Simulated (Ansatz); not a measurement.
# C2H5In: how energies converge with the basis set

An exercise on one series of results from a longer session: the logs are not shown, and one member is left open.

Program: Ansatz 0.2.0, Gaussian basis. Level of theory: one geometry, several basis sets. These are calculated values, not measurements.

Plan: PBE0-D4/def2-SVP; ωB97M-V/def2-SVP; PBE0-D4/def2-QZVPP; ωB97M-V/def2-QZVPP; the functionals' def2-TZVPP values are taken from earlier runs.

## The relaxed structure

The geometry comes from an earlier relaxation with PBE0-D4 in a triple-zeta def2 set; it is a stationary point, not always the lowest conformer. In takes the def2 core potential; no spin-orbit term is included.

8 atoms, charge 0, spin multiplicity 1.

Atoms are counted from 1 here; the program's logs count them from 0.

Bond lengths: C1–C2 1.339 Å, C1–H4 1.085 Å, C1–H5 1.085 Å, C2–H6 1.084 Å, C2–H7 1.084 Å, In3–H8 1.852 Å. Angles: C2–C1–H4 121.8°, C2–C1–H5 121.8°, H4–C1–H5 116.3°, C1–C2–H6 121.9°, C1–C2–H7 121.9°, H6–C2–H7 116.1°.

The first run:

in.yaml

```yaml
crystal:
  periodic: [false, false, false]
  atoms:
    - {symbol: C, position_ang: [-0.752265, 0.295886, -0.658552]}
    - {symbol: C, position_ang: [0.435302, 0.696687, -0.187520]}
    - {symbol: In, position_ang: [-0.282190, -1.943454, 1.018755]}
    - {symbol: H, position_ang: [-1.683333, 0.593231, -0.187910]}
    - {symbol: H, position_ang: [-0.839699, -0.271589, -1.578952]}
    - {symbol: H, position_ang: [0.521888, 1.307539, 0.703179]}
    - {symbol: H, position_ang: [1.363964, 0.444252, -0.685356]}
    - {symbol: H, position_ang: [1.328432, -1.179551, 1.520656]}
basis:
  gaussian: {orbitals: def2-SVP}
hamiltonian: {xc: pbe0, dispersion: d4}
output: {orbitals: {seedname: orbitals}}
```

Launch:

```bash
$ ansatz run in.yaml --threads 2 --pin off --events-out ev --progress --plain --max-ram 4352MiB
```

Steps of the session up to this table: PBE0-D4 in def2-SVP; ωB97M-V in def2-SVP; PBE0-D4 in def2-QZVPP; ωB97M-V in def2-QZVPP.

One table of the session follows, with a row left open; its other results are not shown here.

It belongs to the step «Density functionals: the series». 

| functional | basis | HOMO (eV) | LUMO (eV) |
| --- | --- | --- | --- |
| PBE0-D4 | def2-SVP | -5.48 | -1.44 |
| PBE0-D4 | def2-TZVPP | -5.53 | -1.49 |
| PBE0-D4 | def2-QZVPP | -5.54 | -1.50 |
| ωB97M-V | def2-SVP | -7.39 | 0.13 |
| ωB97M-V | def2-TZVPP | ? | ? |
| ωB97M-V | def2-QZVPP | -7.49 | -0.11 |

Q: Estimate the row for ωB97M-V, def2-TZVPP from the others.

**Answer.** HOMO (eV): -7.48; LUMO (eV): -0.05. In the column «HOMO (eV)» it lies between ωB97M-V, def2-QZVPP (-7.49) and ωB97M-V, def2-SVP (-7.39).
